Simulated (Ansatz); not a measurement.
# ScTe3 (element-swapped structure): how the settings move a single-point run

How sensitive is a single-point run of ScTe3 (element-swapped structure) to its settings? A reference run comes first, then four runs with altered input.

Method: reference: DFT r2SCAN, plane waves, PAW, scalar-relativistic, no spin polarisation, in Ansatz 0.2.0.

## (1) Starting point

It takes space group R-3c (No. 167, trigonal). The conventional cell has a = 7.095 Å, b = 7.095 Å, c = 18.804 Å, α = 90.00°, β = 90.00°, γ = 120.00°. Sc (site symmetry -3) has 6 Te at 2.68 Å as nearest neighbours. Te (site symmetry 2) has 2 Sc at 2.68 Å as nearest neighbours.

Coordinates:

```
CELL_PARAMETERS angstrom
3.54743 6.14433 0.00000
-3.54743 6.14433 0.00000
0.00000 -4.09622 6.26799
ATOMIC_POSITIONS crystal
Sc 0.00000 0.00000 0.00000
Sc 0.50000 0.50000 0.50000
Te 0.85125 0.25000 0.75000
Te 0.64875 0.85125 0.75000
Te 0.25000 0.64875 0.75000
Te 0.14875 0.75000 0.25000
Te 0.35125 0.14875 0.25000
Te 0.75000 0.35125 0.25000
```

## (2) Baseline

input.yaml reads:

```yaml
crystal:
  lattice:
    - [3.547434, 6.144329, 0.0]
    - [-3.547434, 6.144329, 0.0]
    - [0.0, -4.096219, 6.267987]
  atoms:
    - { symbol: Sc, position: [0.0, 0.0, 0.0] }
    - { symbol: Sc, position: [0.5, 0.5, 0.5] }
    - { symbol: Te, position: [0.85125, 0.25, 0.75] }
    - { symbol: Te, position: [0.64875, 0.85125, 0.75] }
    - { symbol: Te, position: [0.25, 0.64875, 0.75] }
    - { symbol: Te, position: [0.14875, 0.75, 0.25] }
    - { symbol: Te, position: [0.35125, 0.14875, 0.25] }
    - { symbol: Te, position: [0.75, 0.35125, 0.25] }
  symmetry: { tolerance: 0.0003 }
kpoints:
  mp_grid: { grid: [3, 3, 3], shift: [0, 0, 0] }
magnetization:
  spin_polarized: false
scf:
  occupations: { method: fermi_dirac }
hamiltonian:
  pseudopotentials: { kind: paw }
  xc: r2scan
basis:
  ecutwfc: 500
output:
  forces: true
  stress: true
  eigenvalues: true
```

Command:

```console
> ansatz run input.yaml --threads 1 --pin off --max-ram 2560MiB --backend cpu --events-out ev --progress --plain --runs-dir out
```

## (3) Variant: preconditioner resta

Edit input.yaml of step 2 so:

```diff
@@ -21,2 +21,3 @@
   occupations: { method: fermi_dirac }
+  mixing: { preconditioner: resta }
 hamiltonian:
```

## (4) Changing settings: occupations.method methfessel_paxton, occupations.width 0.05, pseudopotentials.source jth

Edit input.yaml of step 2 so:

```diff
@@ -20,5 +20,5 @@
 scf:
-  occupations: { method: fermi_dirac }
+  occupations: { method: methfessel_paxton, width: 0.05 }
 hamiltonian:
-  pseudopotentials: { kind: paw }
+  pseudopotentials: { kind: paw, source: jth }
   xc: r2scan
```

## (5) Variant: xc_grid 2

Edit input.yaml of step 2 so:

```diff
@@ -26,2 +26,3 @@
   ecutwfc: 500
+  xc_grid: 2
 output:
```

## (6) Variant: ecutwfc 51.4 Ry

Edit input.yaml of step 2 so:

```diff
@@ -25,3 +25,3 @@
 basis:
-  ecutwfc: 500
+  ecutwfc: "51.4 Ry"
 output:
```

What does the calculation give? Wanted: for each run, ending; energy change; pressure; gap; force.

As calculated:

```tsv
run	ending	energy change	pressure (GPa)	gap (eV)	force (eV/Å)	cycles	time
reference	converged	0	5.9	0.00	0.44	8	24 s
1: preconditioner resta	converged	0.0 meV/atom	5.9	0.00	0.44	8	20 s
2: occupations.method methfessel_paxton, occupations.width 0.05, pseudopotentials.source jth	converged	not comparable	5.9	0.00	0.46	9	18 s
3: xc_grid 2	converged	0.0 meV/atom	5.9	0.00	0.44	8	16 s
4: ecutwfc 51.4 Ry	converged	-1.3 meV/atom	5.9	0.00	0.44	8	38 s
```

Residual by cycle in the longest SCF loop of each run; runs are numbered as in the table. The quantity is the density residual dr2, in eV.

```tsv
cycle	reference	run 1	run 2	run 3	run 4
1	0.455	0.455	30.5	0.455	0.458
2	0.193	0.438	3.67	0.193	0.192
3	0.00702	0.0057	0.364	0.00703	0.00685
4	5.2e-5	0.00237	0.0115	5.2e-5	6.1e-5
5	8.7e-6	4.5e-4	2.8e-4	8.7e-6	8.9e-6
6	1.5e-6	4.9e-5	6.3e-5	1.5e-6	1.3e-6
7	1.7e-7	6.0e-7	2.0e-5	1.7e-7	1.8e-7
8	3.8e-9	4.7e-9	1.1e-7	3.8e-9	1.0e-8
9	-	-	1.8e-8	-	-
```

What this shows: Of the converged runs whose energies compare with the reference's, «ecutwfc 51.4 Ry» moves the energy most (-1.3 meV/atom). Run 2 ran under the cutoff that the potentials recommend, as the log warns, so basis error is mixed into its values, and swamps them where the cutoff is far short. Of the variants the dearest is «ecutwfc 51.4 Ry» (38 s), the cheapest «xc_grid 2» (16 s), on a shared host.

The reference is no final answer either: its mesh is coarse for a cell with so small a gap or none; the structure is made up and not relaxed.
